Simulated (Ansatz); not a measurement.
# Si: an axial (c/a) deformation path

One table from this session's results is given with a row withheld; the runs are named, their logs left out.

Computed with Ansatz 0.2.0 (DFT LDA, scalar-relativistic, plane waves, PAW, unless a step's input says otherwise).

## The structure to begin with

Symmetry: P6/mmm, No. 191, hexagonal system. Conventional cell: a = 2.621 Å, b = 2.621 Å, c = 2.466 Å, α = 90.00°, β = 90.00°, γ = 120.00°. Around Si (site symmetry 6/mmm) lie 8 Si at 2.47 to 2.62 Å.

Structure file:

```
Si
1.0
     2.62054    0.00000    0.00000
    -1.31027    2.26946    0.00000
     0.00000    0.00000    2.46635
Si
1
Direct
  0.00000 0.00000 0.00000
```

The structure comes from the Materials Project (structure only).

The first run:

(A quick probe on a coarse mesh, which set the mesh and smearing, is not shown.)

input.yaml

```yaml
crystal:
  lattice:
    - [2.6205428149, 0.0, 0.0]
    - [-1.3102714075, 2.2694566494, 0.0]
    - [0.0, 0.0, 2.46635439]
  atoms:
    - { symbol: Si, position: [0.0, 0.0, 0.0] }
basis:
  ecutwfc: 420
kpoints:
  mp_grid: { grid: [18, 18, 16] }
hamiltonian:
  xc: lda
scf:
  occupations: { method: gaussian, width: 0.1 }
output:
  forces: true
  stress: true
  eigenvalues: true
  write_density: true
  write_potential: true
  elf: true
  volumetric_format: npy
relax:
  adjacent_minimum: "off"
  f_tol: 0.005
  max_steps: 80
  cell: { stress_tol: 0.05 }
```

Launch:

```sh
ansatz run input.yaml --threads 1 --pin off --max-ram 2560MiB --backend cpu --events-out ev --progress --plain --runs-dir out
```

Steps of the session up to this table: The relaxation; The reference: the undisturbed cell on the scan's mesh; Point ρ = 0.850; Point ρ = 1.200; At ρ = 0.920; Point ρ = 1.100; ρ = 0.960; ρ = 1.050; At ρ = 0.800; ρ = 1.300.

One of the session's tables, all rows but one given; the rest of the session is left out.

The scan, with free energies counted from the undisturbed cell:

| ρ | ΔE (meV/atom) | pressure (GPa) |
| --- | --- | --- |
| 0.800 | 454.2 | 15.1 |
| 0.850 | 209.6 | 7.6 |
| 0.920 | 42.2 | 2.1 |
| 0.960 | 6.8 | 0.7 |
| 1.000 | 0.0 | 0.0 |
| 1.050 | ? | ? |
| 1.100 | 77.9 | 1.1 |
| 1.200 | 232.5 | 4.9 |
| 1.300 | 420.5 | 10.4 |

Estimate the missing values for ρ = 1.050.

Worked estimate for «ΔE (meV/atom)». A straight line through the neighbours (1.000, 0.0) and (1.100, 77.9) gives 0.0 + (77.9 − 0.0) × (1.050 − 1.000) / (1.100 − 1.000) = 39.0; a parabola fitted to 4 rows on both sides gives 28.9.

As computed: ΔE (meV/atom): 25.1; pressure (GPa): 0.1. In «ΔE (meV/atom)» the line misses by +13.9 and the parabola by +3.8.
